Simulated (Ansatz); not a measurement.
# CH6FPSeSi: the cost of one run

All numbers below are computed with Ansatz 0.2.0 (RKS PBE0-D4/def2-SVP).

## (1) Starting point

Bond lengths: F1–C2 1.313 Å, C2–Si3 1.876 Å, Si3–Se4 2.352 Å, Se4–P5 2.252 Å, C2–H6 1.111 Å, C2–H7 1.132 Å, Si3–H8 1.413 Å, Si3–H9 1.407 Å, P5–H10 1.479 Å, P5–H11 1.450 Å. Angles (14 of 16 angles, heavy atoms first): F1–C2–Si3 108.7°, C2–Si3–Se4 107.1°, Si3–Se4–P5 91.4°, F1–C2–H6 108.9°, F1–C2–H7 109.7°, Si3–C2–H6 110.9°, Si3–C2–H7 110.5°, C2–Si3–H8 108.5°, C2–Si3–H9 109.4°, Se4–Si3–H8 109.8°, Se4–Si3–H9 109.7°, Se4–P5–H10 91.5°, Se4–P5–H11 91.2°, H6–C2–H7 108.0°.

As a file:

```xyz
11

F    -1.4719    2.2801    0.1367
C    -0.5539    1.3875    0.4295
Si   -1.2344   -0.3202    0.0553
Se    0.4186   -1.8761    0.6725
P     1.6941   -1.3035   -1.0933
H    -0.2893    1.4823    1.5045
H     0.3795    1.5850   -0.1801
H    -2.3951   -0.5220    0.8348
H    -1.4956   -0.4288   -1.3233
H     2.2596   -0.1498   -0.3601
H     2.7538   -2.1916   -0.6560
```

## (2) Relaxing end A

File input.yaml:

```yaml
crystal:
  periodic: [false, false, false]
  atoms:
    - { symbol: F, position_ang: [-1.4719, 2.2801, 0.1367] }
    - { symbol: C, position_ang: [-0.5539, 1.3875, 0.4295] }
    - { symbol: Si, position_ang: [-1.2344, -0.3202, 0.0553] }
    - { symbol: Se, position_ang: [0.4186, -1.8761, 0.6725] }
    - { symbol: P, position_ang: [1.6941, -1.3035, -1.0933] }
    - { symbol: H, position_ang: [-0.2893, 1.4823, 1.5045] }
    - { symbol: H, position_ang: [0.3795, 1.585, -0.1801] }
    - { symbol: H, position_ang: [-2.3951, -0.522, 0.8348] }
    - { symbol: H, position_ang: [-1.4956, -0.4288, -1.3233] }
    - { symbol: H, position_ang: [2.2596, -0.1498, -0.3601] }
    - { symbol: H, position_ang: [2.7538, -2.1916, -0.656] }
basis:
  gaussian: { orbitals: def2-SVP }
hamiltonian:
  xc: pbe0
  dispersion: d4
relax:
  f_tol: 0.015
  max_steps: 40
output:
  orbitals: {}
```

Command:

```bash
> ansatz run input.yaml --threads 2 --pin off --max-ram 3072MiB --backend cpu --events-out ev --progress --plain --runs-dir out
```

**Question.** How long does this run take on 2 threads of Arm Neoverse V1, shared host, and how much memory does it need?

About 83 s, with a peak of 0.34 GiB.
